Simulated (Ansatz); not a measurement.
**ClH2NSn: how energies converge with the basis set**

Aim: see how fast density functionals converge with the basis set for ClH2NSn.

Method: one geometry, several basis sets; program: Ansatz 0.2.0, Gaussian basis.

Plan: PBE0-D4/def2-SVP; ωB97M-V/def2-SVP; PBE0-D4/def2-QZVPP; ωB97M-V/def2-QZVPP; the functionals' def2-TZVPP values are taken from earlier runs.

## (1) Structure used throughout

An earlier PBE0-D4 in a triple-zeta def2 set relaxation fixed the geometry. Sn takes the def2 core potential; no spin-orbit term is included.

SMILES `[NH2][Sn][Cl]`, 5 atoms, charge 0, spin multiplicity 1.

Atoms are counted from 1 here; the program's logs count them from 0.

Bond lengths: N1–Sn2 2.004 Å, N1–H4 1.009 Å, N1–H5 1.008 Å, Sn2–Cl3 2.386 Å. Angles: Sn2–N1–H4 123.1°, Sn2–N1–H5 124.8°, H4–N1–H5 112.1°, N1–Sn2–Cl3 93.3°.

## (2) PBE0-D4 in def2-SVP

in.yaml

```yaml
crystal:
  periodic: [false, false, false]
  atoms:
    - {symbol: N, position_ang: [-0.543767, 0.346235, -0.405905]}
    - {symbol: Sn, position_ang: [-0.283685, -1.049767, 1.008206]}
    - {symbol: Cl, position_ang: [2.093638, -0.849413, 0.963442]}
    - {symbol: H, position_ang: [0.222429, 0.835231, -0.844996]}
    - {symbol: H, position_ang: [-1.438815, 0.644113, -0.762247]}
basis:
  gaussian: {orbitals: def2-SVP}
hamiltonian: {xc: pbe0, dispersion: d4}
output: {orbitals: {seedname: orbitals}}
```

The run is started by

```
ansatz run in.yaml --threads 4 --pin off --events-out ev --progress --plain --max-ram 10444MiB
```

The runs that follow: ωB97M-V in def2-SVP; PBE0-D4 in def2-QZVPP; ωB97M-V in def2-QZVPP.

**Question.** What will the summary of the whole plan be? Wanted: PBE0-D4: double and triple zeta above quadruple; ωB97M-V: double and triple zeta above quadruple.

**Answer**, as computed:

| quantity | value |
| --- | --- |
| PBE0-D4: double and triple zeta above quadruple | 7.07, 0.52 eV |
| ωB97M-V: double and triple zeta above quadruple | 7.11, 0.51 eV |

What this shows: PBE0-D4 gains 6.55 eV from double to triple zeta, then 0.52 eV more. Total energies overstate the basis error of differences, where much of it tends to cancel.
